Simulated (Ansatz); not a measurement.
# C2H7BrSi: the cost of one run

Program: Ansatz 0.2.0, Gaussian basis. Level of theory: the settings change from run to run. These are calculated values, not measurements.

## (1) The molecule

The structure was relaxed beforehand with PBE0-D4 in a triple-zeta def2 set.

SMILES `C[SiH2]CBr`, 11 atoms, charge 0, spin multiplicity 1.

Atoms are counted from 1 here; the program's logs count them from 0.

Bond lengths: C1–Si2 1.864 Å, C1–H5 1.092 Å, C1–H6 1.092 Å, C1–H7 1.093 Å, Si2–C3 1.884 Å, Si2–H8 1.486 Å, Si2–H9 1.492 Å, C3–Br4 1.949 Å, C3–H10 1.090 Å, C3–H11 1.089 Å. Angles: Si2–C1–H5 110.6°, Si2–C1–H6 110.6°, Si2–C1–H7 110.9°, H5–C1–H6 108.3°, H5–C1–H7 108.3°, H6–C1–H7 108.1°, C1–Si2–C3 111.2°, C1–Si2–H8 111.4°, C1–Si2–H9 110.6°, C3–Si2–H8 108.1°, C3–Si2–H9 106.8°, H8–Si2–H9 108.6°, Si2–C3–Br4 110.1°, Si2–C3–H10 112.6°, Si2–C3–H11 112.4°, Br4–C3–H10 106.3°, Br4–C3–H11 106.3°, H10–C3–H11 108.7°.

## (2) wB97M-V/def2-mTZVP

Set apart from the defaults: multiplicity 3.

The input, in.yaml:

```yaml
crystal:
  periodic: [false, false, false]
  atoms:
    - {symbol: C, position_ang: [-1.168789, 1.038945, 0.186066]}
    - {symbol: Si, position_ang: [-0.006047, -0.316129, 0.720887]}
    - {symbol: C, position_ang: [1.270444, -0.686708, -0.613964]}
    - {symbol: Br, position_ang: [0.380692, -1.265489, -2.248069]}
    - {symbol: H, position_ang: [-1.703076, 0.749770, -0.721088]}
    - {symbol: H, position_ang: [-1.904212, 1.244424, 0.967150]}
    - {symbol: H, position_ang: [-0.623057, 1.963451, -0.017115]}
    - {symbol: H, position_ang: [-0.740715, -1.572876, 1.019763]}
    - {symbol: H, position_ang: [0.750978, 0.093085, 1.939619]}
    - {symbol: H, position_ang: [1.863292, 0.187644, -0.881492]}
    - {symbol: H, position_ang: [1.945791, -1.493118, -0.331156]}
basis:
  gaussian: {orbitals: def2-mTZVP}
magnetization: {spin_polarized: true, initial_magnetization: 2}
hamiltonian: {xc: {name: wB97M-V}}
output: {forces: true}
```

Run with:

```console
$ ansatz run in.yaml --threads 4 --pin off --events-out ev --progress --plain --max-ram 10444MiB
```

**Question.** How long does this run take on 4 threads of Intel Xeon 6975P-C, shared host, and how much memory does it need?

About 11 s, with a peak of 0.65 GiB.
